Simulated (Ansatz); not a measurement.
# Li2P (P1) in Ansatz: convergence with smearing width

Aim: find how far smearing width must go before the results for Li2P settle, at LDA. This setting moves, with any that are tied to it; all else stays.

Everything below comes from runs of Ansatz 0.2.0. Logs are shortened: lines on timing, memory, paths and dates and some standing lists are left out, and cuts for length are marked.

### Step 1. The cell of the first run

The typed cell holds 3 atoms: a = 4.695 Å, b = 4.695 Å, c = 4.695 Å, α = 139.52°, β = 139.52°, γ = 58.58°.

The cell was built by a generator and needn't be a form met in nature.

The cell isn't the ideal one: atoms moved at random, drawn with an rms of 0.05 Å.

### Step 2. With smearing width 0.3 eV

Contents of input.yaml:

```yaml
crystal:
  lattice:
    - [-1.62420321, 1.62420321, 4.09460988]
    - [1.62420321, -1.62420321, 4.09460988]
    - [1.62420321, 1.62420321, -4.09460988]
  atoms:
    - { symbol: Li, position: [0.694718, 0.660217, 0.011623] }
    - { symbol: Li, position: [0.31516, 0.317538, -0.013514] }
    - { symbol: P, position: [-0.000801, 0.015929, 0.00696] }
hamiltonian:
  xc: lda
  pseudopotentials: { kind: paw, source: jth, xc_functional: pbe }
kpoints:
  mp_grid: { grid: [6, 6, 8] }
scf:
  occupations: { method: fermi_dirac, width: 0.3 }
output:
  forces: true
  stress: true
  eigenvalues: true
```

Potentials or basis: JTH PAW.

On the command line:

```sh
ansatz run input.yaml --threads 2 --pin off --max-ram 5632MiB --backend cpu --events-out ev --progress --plain --runs-dir out
```

Wall time 11 s (2 threads of Arm Neoverse V2, shared host); peak memory 0.66 GiB.

Results:

| Quantity | Value |
| --- | --- |
| Free energy | -1130.5977 eV |
| Pressure | -4.0 GPa |
| Largest force | 0.823 eV/Å |
| Band gap on the k mesh | none (metal or under the smearing width) |

### Step 3. With smearing width 0.2 eV

input.yaml: that of step 2 with these lines changed.

```diff
@@ -15,3 +15,3 @@
 scf:
-  occupations: { method: fermi_dirac, width: 0.3 }
+  occupations: { method: fermi_dirac, width: 0.2 }
 output:
```

Potentials or basis: JTH PAW.

On the command line:

```sh
ansatz run input.yaml --threads 2 --pin off --max-ram 5632MiB --backend cpu --events-out ev --progress --plain --runs-dir out
```

Run time: 11 s. Hardware: 2 threads of Arm Neoverse V2, shared host; peak memory 0.64 GiB.

What came out:

```
Free energy            : -1130.5459 eV
Pressure               : -4.2 GPa
Largest force          : 0.826 eV/Å
Band gap on the k mesh : none (metal or under the smearing width)
```

### Step 4. With smearing width 0.15 eV

input.yaml: that of step 3 with these lines changed.

```diff
@@ -15,3 +15,3 @@
 scf:
-  occupations: { method: fermi_dirac, width: 0.2 }
+  occupations: { method: fermi_dirac, width: 0.15 }
 output:
```

On the command line:

```sh
ansatz run input.yaml --threads 2 --pin off --max-ram 5632MiB --backend cpu --events-out ev --progress --plain --runs-dir out
```

Run time: 11 s. Hardware: 2 threads of Arm Neoverse V2, shared host; peak memory 0.64 GiB.

Results:

```yaml
Free_energy: -1130.5282 eV
Pressure: -4.2 GPa
Largest_force: 0.827 eV/Å
Band_gap_on_the_k_mesh: none (metal or under the smearing width)
```

### Step 5. With smearing width 0.1 eV

input.yaml: that of step 4 with these lines changed.

```diff
@@ -15,3 +15,3 @@
 scf:
-  occupations: { method: fermi_dirac, width: 0.15 }
+  occupations: { method: fermi_dirac, width: 0.1 }
 output:
```

On the command line:

```sh
ansatz run input.yaml --threads 2 --pin off --max-ram 5632MiB --backend cpu --events-out ev --progress --plain --runs-dir out
```

Run time: 11 s. Hardware: 2 threads of Arm Neoverse V2, shared host; peak memory 0.64 GiB.

What came out:

- Free energy: -1130.5159 eV
- Pressure: -4.3 GPa
- Largest force: 0.827 eV/Å
- Band gap on the k mesh: none (metal or under the smearing width)

### Step 6. With smearing width 0.05 eV

input.yaml: that of step 5 with these lines changed.

```diff
@@ -15,3 +15,3 @@
 scf:
-  occupations: { method: fermi_dirac, width: 0.1 }
+  occupations: { method: fermi_dirac, width: 0.05 }
 output:
```

Potentials or basis: JTH PAW.

On the command line:

```sh
ansatz run input.yaml --threads 2 --pin off --max-ram 5632MiB --backend cpu --events-out ev --progress --plain --runs-dir out
```

Run time: 11 s. Hardware: 2 threads of Arm Neoverse V2, shared host; peak memory 0.64 GiB.

The run converged. Its results:

```
Free energy            : -1130.5084 eV
Pressure               : -4.3 GPa
Largest force          : 0.826 eV/Å
Band gap on the k mesh : none (metal or under the smearing width)
```

### Step 7. With smearing width 0.025 eV

input.yaml: that of step 6 with these lines changed.

```diff
@@ -15,3 +15,3 @@
 scf:
-  occupations: { method: fermi_dirac, width: 0.05 }
+  occupations: { method: fermi_dirac, width: 0.025 }
 output:
```

On the command line:

```sh
ansatz run input.yaml --threads 2 --pin off --max-ram 5632MiB --backend cpu --events-out ev --progress --plain --runs-dir out
```

Wall time 11 s (2 threads of Arm Neoverse V2, shared host); peak memory 0.64 GiB.

It converged, with:

- Free energy: -1130.5063 eV
- Pressure: -4.3 GPa
- Largest force: 0.825 eV/Å
- Band gap on the k mesh: none (metal or under the smearing width)

### Step 8. With smearing width 0.01 eV

input.yaml: that of step 7 with these lines changed.

```diff
@@ -15,3 +15,3 @@
 scf:
-  occupations: { method: fermi_dirac, width: 0.025 }
+  occupations: { method: fermi_dirac, width: 0.01 }
 output:
```

On the command line:

```sh
ansatz run input.yaml --threads 2 --pin off --max-ram 5632MiB --backend cpu --events-out ev --progress --plain --runs-dir out
```

Run time: 11 s. Hardware: 2 threads of Arm Neoverse V2, shared host; peak memory 0.64 GiB.

It converged, with:

- Free energy: -1130.5055 eV
- Pressure: -4.3 GPa
- Largest force: 0.825 eV/Å
- Band gap on the k mesh: none (metal or under the smearing width)

### Step 9. With smearing width 0.005 eV

input.yaml: that of step 8 with these lines changed.

```diff
@@ -15,3 +15,3 @@
 scf:
-  occupations: { method: fermi_dirac, width: 0.01 }
+  occupations: { method: fermi_dirac, width: 0.005 }
 output:
```

Potentials or basis: JTH PAW.

On the command line:

```sh
ansatz run input.yaml --threads 2 --pin off --max-ram 5632MiB --backend cpu --events-out ev --progress --plain --runs-dir out
```

Log:

```text
Warning: the checks of this Li dataset prove no rule for summing its radial tables, as where they were carried onto another mesh than they were made on, and Gregory's rule is taken, under which a leading mesh point left out moves its sums only by what lay on the interval it spanned. That does not make them correct, and they differ from Quantum ESPRESSO's on this file; a re-export a fraction of a mesh step off can move them. hamiltonian.pseudopotentials.radial_quadrature: simpson_from_first_knot sums it by `pw.x`'s rule; on a PAW file no value gives `pw.x`'s numbers. What more to know: hamiltonian.pseudopotentials.radial_quadrature, in the input reference
Warning: the checks of this P dataset prove no rule for summing its radial tables, as where they were carried onto another mesh than they were made on, and Gregory's rule is taken, under which a leading mesh point left out moves its sums only by what lay on the interval it spanned. That does not make them correct, and they differ from Quantum ESPRESSO's on this file; a re-export a fraction of a mesh step off can move them. hamiltonian.pseudopotentials.radial_quadrature: simpson_from_first_knot sums it by `pw.x`'s rule; on a PAW file no value gives `pw.x`'s numbers. What more to know: hamiltonian.pseudopotentials.radial_quadrature, in the input reference
Warning: RAYON_NUM_THREADS=2 ignored (pool sized by the plan → 2); use --threads N
basis.fft_grid_basis auto: the FFT boxes are laid along the combinations [[1, 0, 1], [0, 1, 1], [0, 0, 1]] of the cell's own vectors, 3.248, 3.248 and 4.695 Å long. The dense box has 40×40×54 points. Along the cell's own vectors, as sized, it would have 54×54×54, 1.82 times as many. basis.fft_grid_basis: typed keeps the cell's own vectors: state it where this run's energies or levels are differenced outside the engine with another run's, or held beside a run that keeps those vectors.
Engine: ansatz 0.2.0, aarch64-unknown-linux-gnu
Pseudopotentials: kind: paw
Pseudopotential: Li, paw, valence charge 3, recommended cutoff 1170 eV (normal), Li.paw.azcp
Pseudopotential: P, paw, valence charge 5, recommended cutoff 840 eV (normal), P.paw.azcp
Functional definition: SPW92
  exchange = slater_x
  correlation = pw_c
Crystal: 3 atoms, lattice volume = 43.207 Å³
Basis set: ecut = 1170 eV, 3903 PW (Γ), FFT grids on a1+a3, a2+a3, a3
Bands: 10, of which v1, the nominal top of the filled ones, is band 6 counted from 1 (5 counted from 0)
Symmetry: 1 space group operations
Space group: P1 (ITA 1), of the structure as read, at distance tolerance 3.5e-5 Å
k-points: 148 of 288 (time reversal used)
Non-local potential: Li, projectors of the file, l = 0: 3, l = 1: 2
Non-local potential: P, projectors of the file, l = 0: 2, l = 1: 2
PAW form: soft (Blöchl's): semilocal exchange-correlation on the pseudo side does not see the compensation charge
PAW frozen core: P, regenerated for the run's functional, and the local potential with it (the file was generated under x = pbe(κ = 0.804, μ = 0.2195149727645171), c = pbe(β = 0.06672455060314922))
PAW one-centre angular grid: Li, 110 points (default); XC on 64 Gauss nodes
PAW one-centre angular grid: P, 110 points (default); XC on 64 Gauss nodes
Initial density: superposition of atomic densities (chi_scale 0.1, normalization cell, long waves kept (reshape's long-wave potential 0.00 eV rms))
Initial wavefunctions: pseudopotential atomic-orbital guess
Functional: x = slater, c = lda
SCF iter   1: F=—  HF=-1131.303723 eV  |F-HF|=—  |Δ(HF+E_count)|=         —  Δρ=1.94e-2  dr2=1.62e-1  ethr=3.10e-3  ⟨swp⟩=10.5  Hψ=17814  notcnv=0
preconditioner: auto → none  [insulator: Δε(μ)=0.052 eV  Ē_g=9.150 eV  σ=0.005 eV  W_gap=0.65  n_scr=10 (ndim 8)  ℏωp=14.9 eV  f_vac=0.000  D(μ)=1.92/eV (n_scr^D=14)  ε∞_Penn≈3.7]
SCF iter   2: F=—  HF=-1130.635742 eV  |F-HF|=—  |Δ(HF+E_count)|=   6.68e-1  Δρ=7.78e-3  dr2=2.05e-2  ethr=1.47e-3  ⟨swp⟩=2.8  Hψ=4258  notcnv=0  defer=66
SCF iter   3: F=—  HF=-1130.510094 eV  |F-HF|=—  |Δ(HF+E_count)|=   1.26e-1  Δρ=4.60e-3  dr2=1.32e-2  ethr=1.87e-4  ⟨swp⟩=2.7  Hψ=3022  notcnv=0  defer=66
SCF iter   4: F=—  HF=-1130.505507 eV  |F-HF|=—  |Δ(HF+E_count)|=   4.59e-3  Δρ=1.69e-3  dr2=5.46e-4  ethr=1.20e-4  ⟨swp⟩=2.2  Hψ=2438  notcnv=0  defer=66
SCF iter   5: F=—  HF=-1130.505349 eV  |F-HF|=—  |Δ(HF+E_count)|=   1.58e-4  Δρ=2.52e-4  dr2=1.51e-5  ethr=4.96e-6  ⟨swp⟩=2.6  Hψ=2559  notcnv=0  defer=66
SCF iter   6: F=—  HF=-1130.505361 eV  |F-HF|=—  |Δ(HF+E_count)|=   1.17e-5  Δρ=4.93e-5  dr2=6.11e-7  ethr=1.37e-7  ⟨swp⟩=2.7  Hψ=2190  notcnv=0  defer=66
SCF iter   7: F=-1130.505361 eV  HF=-1130.505361 eV  |F-HF|=1.42e-8  |Δ(HF+E_count)|=   6.03e-8  Δρ=1.10e-5  dr2=3.45e-8  ethr=9.09e-10  ⟨swp⟩=11.3  Hψ=10225  notcnv=0
SCF 1 converged in 7 iterations: F = -1130.505361 eV  dr2 = 3.45e-8
SCF converged after 7 iterations
Free energy (F): -1130.505361 eV
Harris-Foulkes:  -1130.505361 eV  (|F-HF|=1.42e-8)
Internal energy: -1130.505251 eV  (E = F + TS)
E sigma→0 (E₀):  -1130.505306 eV
Entropy (-TS):   -0.000110 eV (-0.037 meV/atom)
Fermi energy:    4.970183 eV
--- Per-component energies (eV) ---
  E_band       = -160.654232
  E_kinetic    = 152.676082
  E_local      = -198.751072  (includes V_loc(G=0)·N_el)
  E_nonlocal   = -143.690660
  E_hartree    = 77.405898
  E_xc         = -94.716108
  E_vxc        = -109.467960  (∫ρ·V_xc dr)
  E_paw        = -567.450720  (= ΣΔE_a)
  E_vpaw       = -16.232913  (= ΣTr[D̂ρ^β])
  E_aug_tail   = -0.000017  (compensation charges beyond the density's cutoff)
  E_ewald      = -356.096643
  E_core_change = 0.117990  (= ΣΔE_core)
  E_smearing   = -0.000110  (= −TS)
  E_closure    = -0.000000  (closes the sum)
  Σ components = -1130.505361   (vs F -1130.505361, Δ=0.00e0)
--- Forces (eV/Å), atoms counted from 1 ---
  atom   1  Li     0.09968651    -0.20642760    -0.65386259
  atom   2  Li     0.01108993     0.12354741     0.81595502
  atom   3  P     -0.11077824     0.08287771    -0.16201320
  max |Σ_I F_I| component: 7.92e-5 eV/Å
--- Stress (GPa, compression-positive) ---
        0.037040       0.100933       0.017342
        0.100933      -0.122889       0.456231
        0.017342       0.456231     -12.787293
  P = ⅓ Tr σ = -4.2910 GPa (-42.910 kbar)
--- Band table (eV; the first three rows and the last of 148) ---
  k-point 0: bands = ["-40.6390", "-40.5322", "-6.1962", "2.3731", "5.2052", "6.0066", "6.0202", "10.3442", "10.8689", "10.9301"]
  k-point 1: bands = ["-40.6338", "-40.5351", "-5.9092", "2.5044", "4.8390", "4.9144", "5.5629", "9.1772", "11.0756", "12.0151"]
  k-point 2: bands = ["-40.6224", "-40.5411", "-5.0966", "2.8881", "3.1700", "3.3492", "6.3907", "7.1821", "11.3127", "11.5062"]
  k-point 147: bands = ["-40.6332", "-40.5378", "-5.9741", "0.0979", "5.4543", "5.4558", "10.3805", "10.6250", "11.1939", "13.8711"]
```

Run time: 11 s. Hardware: 2 threads of Arm Neoverse V2, shared host; peak memory 0.64 GiB.

Results:

```
Free energy            : -1130.5054 eV
Pressure               : -4.3 GPa
Largest force          : 0.825 eV/Å
Band gap on the k mesh : none (metal or under the smearing width)
```

### Step 10. Summary

| smearing width | energy less the tightest run, at zero smearing (meV/atom) | pressure (GPa) | largest force (eV/Å) | SCF cycles | CPU time (s) | peak memory (GiB) |
| --- | --- | --- | --- | --- | --- | --- |
| 0.3 eV | 0.97 | -4.02 | 0.823 | 7 | 22 | 0.66 |
| 0.2 eV | 0.02 | -4.19 | 0.826 | 7 | 21 | 0.64 |
| 0.15 eV | -0.16 | -4.24 | 0.827 | 7 | 21 | 0.64 |
| 0.1 eV | -0.24 | -4.28 | 0.827 | 7 | 21 | 0.64 |
| 0.05 eV | -0.15 | -4.29 | 0.826 | 7 | 21 | 0.64 |
| 0.025 eV | -0.05 | -4.29 | 0.825 | 7 | 21 | 0.64 |
| 0.01 eV | -0.01 | -4.29 | 0.825 | 7 | 21 | 0.64 |
| 0.005 eV | 0.00 | -4.29 | 0.825 | 7 | 21 | 0.64 |

Against the tightest run, the energy stays within 1 meV/atom from 0.3 eV on; the pressure stays within 0.1 GPa from 0.15 eV on; the largest force stays within 0.005 eV/Å from 0.3 eV on. Narrower smearing needs a denser k mesh, so at a fixed mesh the narrowest width isn't the most accurate. The tightest run that finished is the yardstick and may itself not be fully converged.
